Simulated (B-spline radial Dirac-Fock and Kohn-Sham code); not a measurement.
**Internal conversion in Sc**

Wanted: how often a nuclear transition in Sc ejects an electron in place of a γ ray, by multipolarity.

Program: B-spline radial Dirac-Fock and Kohn-Sham code, version 5. Model: internal conversion coefficients: Dirac-Hartree-Slater potential of the neutral atom with a Latter tail, no hole, finite nucleus with surface currents. All values are calculated, but those marked as tabulated.

## (1) The atom as given

Neutral scandium in the configuration [Ar] 3d1 4s2.

```
nuclear charge     : 21
electrons          : 21
mass number        : 45
nuclear rms radius : 3.5459 fm
```

Outer shells as boxes (Hund's rule, for the drawing alone; heavy ions are jj-coupled, and the calculation averages over the configuration):

```
[Ar] core
3d [↑ ][  ][  ][  ][  ]
4s [↑↓]
```

## (2) 37.90 keV

Input, one item of task.json (shells as n, l, occupation):

```json
{
  "Z": 21,
  "q": 0,
  "cfg": [[1, 0, 2], [2, 0, 2], [2, 1, 6], [3, 0, 2], [3, 1, 6], [3, 2, 1], [4, 0, 2]],
  "A": 45,
  "rrms": 3.5459,
  "tag": "ground",
  "do": "conversion",
  "edges": {"K": 4492.0, "L1": 498.0, "L2": 403.6, "L3": 398.7, "M1": 51.1, "M2": 28.3, "M3": 28.3},
  "gamma": [16.1, 37.9, 56.5, 72.0, 116.0, 200, 306.0, 525.0, 896.0, 2000]
}
```

The run is started by

```console
python xray2_run.py task.json out
```

This run: transition_energy = 37.9.

## (3) 72.00 keV

This run: transition_energy = 72.0.

## (4) 200.0 keV

This run: transition_energy = 200.

## (5) 525.0 keV

This run: transition_energy = 525.0.

## (6) 2000 keV

This run: transition_energy = 2000.

(Steps that only read results are left out.)

Before running it: what results should come out?

As calculated:

| quantity | value |
| --- | --- |
| E1, M1, E2 at 200.0 keV | 0.00298, 0.00278, 0.0208 |
| share of decays by electrons for M1 there | 0.278 % |

At 200.0 keV γ emission outweighs conversion for every multipole up to E3 and M3. From 37.90 to 2000 keV the M1 coefficient goes as energy to the power -2.3. L1/L3 is 129 for M1 and 29.2 for E2, so the L lines reveal the mixture. Pair formation and nuclear penetration beyond the surface-current model are left out.
